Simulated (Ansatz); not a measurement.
# C4H14N2Si (SMILES CN(C)[SiH2]N(C)C): levels of theory compared

Aim: a comparison of 6 runs (HF/STO-3G, HF/3-21G, HF/def2-SVP, B2PLYP/pcseg-1, PBE0/def2-SVP, MP2/cc-pVDZ) of C4H14N2Si. 

The results are computed with Ansatz 0.2.0.

5 further runs of the same task are left out: 5 set aside as unsound or not needed.

## Step 1: The molecule

The species is C4H14N2Si (21 atoms), meant as a singlet with charge 0. As SMILES, `CN(C)[SiH2]N(C)C`. The coordinates come from a PBE0-D4/def2-TZVP relaxation. This is one conformer, not always the lowest.

Some bond lengths: C1–N2 1.439 Å, N2–C3 1.441 Å, N2–Si4 1.714 Å, Si4–N5 1.714 Å, N5–C6 1.439 Å, N5–C7 1.441 Å, C1–H8 1.100 Å, C1–H9 1.092 Å, C1–H10 1.099 Å, C3–H11 1.092 Å, C3–H12 1.098 Å, C3–H13 1.100 Å, Si4–H14 1.494 Å, Si4–H15 1.494 Å, C6–H16 1.099 Å, C6–H17 1.100 Å. Some angles: C1–N2–C3 113.9°, C1–N2–Si4 123.6°, C3–N2–Si4 121.3°, N2–Si4–N5 109.5°, Si4–N5–C6 123.6°, Si4–N5–C7 121.3°, C6–N5–C7 113.9°, N2–C1–H8 112.3°, N2–C1–H9 110.4°, N2–C1–H10 110.9°.

## Step 2: Energy and gradient at HF/STO-3G (run 1)

job.yaml

```yaml
crystal:
  periodic: [false, false, false]
  atoms:
    - {symbol: C, position_ang: [1.061960, -1.916750, -1.628160]}
    - {symbol: "N", position_ang: [0.400570, -0.742520, -1.123120]}
    - {symbol: C, position_ang: [0.601640, 0.434280, -1.930070]}
    - {symbol: Si, position_ang: [-0.781910, -0.779030, 0.116660]}
    - {symbol: N, position_ang: [-0.570940, 0.572760, 1.148560]}
    - {symbol: C, position_ang: [-1.662270, 1.318740, 1.717630]}
    - {symbol: C, position_ang: [0.710850, 0.873280, 1.734350]}
    - {symbol: H, position_ang: [0.700660, -2.201840, -2.627050]}
    - {symbol: H, position_ang: [0.897470, -2.763070, -0.958680]}
    - {symbol: H, position_ang: [2.145370, -1.753060, -1.707170]}
    - {symbol: H, position_ang: [0.107140, 1.294450, -1.473900]}
    - {symbol: H, position_ang: [1.670160, 0.672350, -2.018730]}
    - {symbol: H, position_ang: [0.205720, 0.311870, -2.948790]}
    - {symbol: H, position_ang: [-0.587450, -2.122430, 0.740340]}
    - {symbol: H, position_ang: [-2.204240, -0.658920, -0.323860]}
    - {symbol: H, position_ang: [-1.496600, 2.399410, 1.610240]}
    - {symbol: H, position_ang: [-1.793680, 1.113080, 2.790020]}
    - {symbol: H, position_ang: [-2.597140, 1.069760, 1.212130]}
    - {symbol: H, position_ang: [1.497590, 0.304170, 1.234690]}
    - {symbol: H, position_ang: [0.743470, 0.633920, 2.807280]}
    - {symbol: H, position_ang: [0.951650, 1.939540, 1.627610]}
basis:
  gaussian:
    orbitals: STO-3G
hamiltonian:
  xc: hf
accuracy: high
output:
  forces: true
  orbitals: {seedname: orbitals}
```

Started as:

```
$ ansatz run job.yaml --threads 1 --pin off --max-ram 3480MiB --events-out events.jsonl --progress --plain --runs-dir runs
```

Output, shortened:

```text
Warning: RAYON_NUM_THREADS=1 ignored (pool sized by the plan → 1); use --threads N
Functional definition: HF
  name "HF"
[...]
1243 factors; integrals over basis functions are off by at most 4.4e-9 eV
[...]
mean field -14990.55164500 eV, -550.8926119930 hartree, gradient 6.1e-9 eV, S^2 0.000000; 0 other end points of the search recorded, 0 dependent functions left out
[...]
reference -14990.55164500 eV, -550.8926119930 hartree; 33, 33 occupied and 20, 20 virtual orbitals, 1243 factors
Total energy: -14990.55164500 eV, -550.8926119930 hartree
Atom 0 at     1.061960    -1.916750    -1.628160 Å, force     0.572589    -0.859228    -0.494426 eV/Å
Atom 1 at     0.400570    -0.742520    -1.123120 Å, force    -0.640375     0.250760     0.945491 eV/Å
Atom 2 at     0.601640     0.434280    -1.930070 Å, force     0.300291     0.851725    -0.775315 eV/Å
Atom 3 at    -0.781910    -0.779030     0.116660 Å, force    -1.859515    -1.852131     0.277393 eV/Å
Atom 4 at    -0.570940     0.572760     1.148560 Å, force     0.112676    -0.776812    -0.866801 eV/Å
Atom 5 at    -1.662270     1.318740     1.717630 Å, force    -0.780093     0.652020     0.525236 eV/Å
Atom 6 at     0.710850     0.873280     1.734350 Å, force     0.954961     0.399134     0.588313 eV/Å
Atom 7 at     0.700660    -2.201840    -2.627050 Å, force     0.104969    -0.021854     0.176230 eV/Å
Atom 8 at     0.897470    -2.763070    -0.958680 Å, force     0.069357     0.062928    -0.114688 eV/Å
Atom 9 at     2.145370    -1.753060    -1.707170 Å, force    -0.202543    -0.119050    -0.020946 eV/Å
Atom 10 at     0.107140     1.294450    -1.473900 Å, force     0.064473    -0.077833    -0.093926 eV/Å
Atom 11 at     1.670160     0.672350    -2.018730 Å, force    -0.232678     0.021699    -0.057159 eV/Å
Atom 12 at     0.205720     0.311870    -2.948790 Å, force     0.084658     0.129524     0.160318 eV/Å
Atom 13 at    -0.587450    -2.122430     0.740340 Å, force    -0.287785     1.690299    -0.519683 eV/Å
Atom 14 at    -2.204240    -0.658920    -0.323860 Å, force     1.750584    -0.232950     0.301469 eV/Å
Atom 15 at    -1.496600     2.399410     1.610240 Å, force    -0.113294    -0.195682     0.068063 eV/Å
Atom 16 at    -1.793680     1.113080     2.790020 Å, force    -0.048565     0.078131    -0.184480 eV/Å
Atom 17 at    -2.597140     1.069760     1.212130 Å, force     0.078412     0.084619     0.092495 eV/Å
Atom 18 at     1.497590     0.304170     1.234690 Å, force    -0.063421     0.078687     0.093688 eV/Å
Atom 19 at     0.743470     0.633920     2.807280 Å, force     0.103757     0.058273    -0.188583 eV/Å
Atom 20 at     0.951650     1.939540     1.627610 Å, force     0.031542    -0.222258     0.087312 eV/Å
Dipole moment:    -0.042498    -0.042345     0.006341 e Å
```

Wall time 7.8 s (1 thread of Arm Neoverse N1, shared host).

## Step 3: Energy and forces at HF/3-21G (run 2)

in.yaml

```yaml
crystal:
  periodic: [false, false, false]
  atoms:
    - {symbol: C, position_ang: [1.061960, -1.916750, -1.628160]}
    - {symbol: "N", position_ang: [0.400570, -0.742520, -1.123120]}
    - {symbol: C, position_ang: [0.601640, 0.434280, -1.930070]}
    - {symbol: Si, position_ang: [-0.781910, -0.779030, 0.116660]}
    - {symbol: N, position_ang: [-0.570940, 0.572760, 1.148560]}
    - {symbol: C, position_ang: [-1.662270, 1.318740, 1.717630]}
    - {symbol: C, position_ang: [0.710850, 0.873280, 1.734350]}
    - {symbol: H, position_ang: [0.700660, -2.201840, -2.627050]}
    - {symbol: H, position_ang: [0.897470, -2.763070, -0.958680]}
    - {symbol: H, position_ang: [2.145370, -1.753060, -1.707170]}
    - {symbol: H, position_ang: [0.107140, 1.294450, -1.473900]}
    - {symbol: H, position_ang: [1.670160, 0.672350, -2.018730]}
    - {symbol: H, position_ang: [0.205720, 0.311870, -2.948790]}
    - {symbol: H, position_ang: [-0.587450, -2.122430, 0.740340]}
    - {symbol: H, position_ang: [-2.204240, -0.658920, -0.323860]}
    - {symbol: H, position_ang: [-1.496600, 2.399410, 1.610240]}
    - {symbol: H, position_ang: [-1.793680, 1.113080, 2.790020]}
    - {symbol: H, position_ang: [-2.597140, 1.069760, 1.212130]}
    - {symbol: H, position_ang: [1.497590, 0.304170, 1.234690]}
    - {symbol: H, position_ang: [0.743470, 0.633920, 2.807280]}
    - {symbol: H, position_ang: [0.951650, 1.939540, 1.627610]}
basis:
  gaussian: {orbitals: 3-21G.json}
hamiltonian: {xc: hf}
accuracy: high
output: {forces: true, orbitals: {seedname: orbitals}}
```

The basis set 3-21G is read from a file made from the Basis Set Exchange's data (not shown).

Started as:

```
$ ansatz run in.yaml --threads 1 --pin off --max-ram 3480MiB --events-out events.jsonl --progress --plain --runs-dir runs
```

Output:

```text
Warning: RAYON_NUM_THREADS=1 ignored (pool sized by the plan → 1); use --threads N
[... 13 lines left out ...]
Total energy: -15087.55349336 eV, -554.4573641700 hartree
[... 21 lines left out ...]
Dipole moment:     0.106383     0.105984    -0.015870 e Å
```

It took 14 s on 1 thread of Arm Neoverse N1, shared host.

Runs 3 to 5 aren't shown in full; the table further down has their settings and results.

## Step 4: Energy and gradient at MP2/cc-pVDZ (run 6)

molecule.yaml

```yaml
crystal:
  periodic: [false, false, false]
  atoms:
    - {symbol: C, position_ang: [1.061960, -1.916750, -1.628160]}
    - {symbol: N, position_ang: [0.400570, -0.742520, -1.123120]}
    - {symbol: C, position_ang: [0.601640, 0.434280, -1.930070]}
    - {symbol: Si, position_ang: [-0.781910, -0.779030, 0.116660]}
    - {symbol: "N", position_ang: [-0.570940, 0.572760, 1.148560]}
    - {symbol: C, position_ang: [-1.662270, 1.318740, 1.717630]}
    - {symbol: C, position_ang: [0.710850, 0.873280, 1.734350]}
    - {symbol: H, position_ang: [0.700660, -2.201840, -2.627050]}
    - {symbol: H, position_ang: [0.897470, -2.763070, -0.958680]}
    - {symbol: H, position_ang: [2.145370, -1.753060, -1.707170]}
    - {symbol: H, position_ang: [0.107140, 1.294450, -1.473900]}
    - {symbol: H, position_ang: [1.670160, 0.672350, -2.018730]}
    - {symbol: H, position_ang: [0.205720, 0.311870, -2.948790]}
    - {symbol: H, position_ang: [-0.587450, -2.122430, 0.740340]}
    - {symbol: H, position_ang: [-2.204240, -0.658920, -0.323860]}
    - {symbol: H, position_ang: [-1.496600, 2.399410, 1.610240]}
    - {symbol: H, position_ang: [-1.793680, 1.113080, 2.790020]}
    - {symbol: H, position_ang: [-2.597140, 1.069760, 1.212130]}
    - {symbol: H, position_ang: [1.497590, 0.304170, 1.234690]}
    - {symbol: H, position_ang: [0.743470, 0.633920, 2.807280]}
    - {symbol: H, position_ang: [0.951650, 1.939540, 1.627610]}
basis:
  gaussian:
    orbitals: cc-pVDZ
correlation:
  method: mp2
  frozen_orbitals: {C: 1, H: 0, "N": 1, Si: 5}
accuracy: high
output: {forces: true, orbitals: {seedname: orbitals}}
```

Started as:

```
$ ansatz run molecule.yaml --threads 1 --pin off --max-ram 3480MiB --events-out events.jsonl --progress --plain --runs-dir runs
```

Output:

```text
Warning: RAYON_NUM_THREADS=1 ignored (pool sized by the plan → 1); use --threads N
[... 10 lines left out ...]
11 core orbitals not correlated: weight in the atoms' cores, before any rotation towards them, 1.000 or more for the frozen orbitals, at most 0.000 for the correlated occupied ones
[... 3 lines left out ...]
Total energy: -15197.60716020 eV, -558.5017618292 hartree
[... 21 lines left out ...]
Dipole moment:     0.141293     0.140761    -0.021077 e Å
```

It took 2.7 min on 1 thread of Arm Neoverse N1, shared host; peak memory 1.3 GiB.

## Step 5: The series

| run | level | frozen core orbitals | energy (Eh) | dipole moment (D) | HOMO energy (eV) | LUMO energy (eV) | wall time |
| --- | --- | --- | --- | --- | --- | --- | --- |
| 1 | HF/STO-3G | – | -550.892612 | 0.29 | -7.09 | 13.29 | 7.8 s |
| 2 | HF/3-21G | – | -554.457364 | 0.73 | -9.14 | 5.71 | 14 s |
| 3 | HF/def2-SVP | – | -557.189269 | 0.84 | -9.40 | 4.55 | 63 s |
| 4 | B2PLYP/pcseg-1 | 11 | -559.350645 | 0.87 | -7.37 | 2.29 | 5.1 min |
| 5 | PBE0/def2-SVP | – | -559.132593 | 0.93 | -6.13 | 1.62 | 95 s |
| 6 | MP2/cc-pVDZ | 11 | -558.501762 | 0.96 | -9.31 | 4.69 | 2.7 min |

## Step 6: Summary of results

```
                                           quantity          value
                                run 6: total energy  -558.50176 Eh
          run 6: dipole moment (correlated density)         0.96 D
         run 6: HOMO energy (Hartree–Fock orbitals)       -9.31 eV
         run 6: LUMO energy (Hartree–Fock orbitals)        4.69 eV
       run 6: HOMO–LUMO gap (Hartree–Fock orbitals)       13.99 eV
run 6: correlation energy (11 core orbitals frozen)    -1022.4 mEh
                    run 6: largest force on an atom     1.048 eV/Å
```

In words: The dipole moment (its size) runs from 0.29 D (HF/STO-3G) to 0.96 D (MP2/cc-pVDZ). The two ends differ in method and basis. The two dipoles point in opposite directions. Over runs 1, 2, 3, 4, 5 the HOMO–LUMO gap runs from 7.74 eV (PBE0/def2-SVP) to 20.38 eV (HF/STO-3G). Totals of different functionals can't be ranked against each other. In run 1 the basis is minimal, so the values are rough. All runs together took 11 min, the longest 5.1 min.
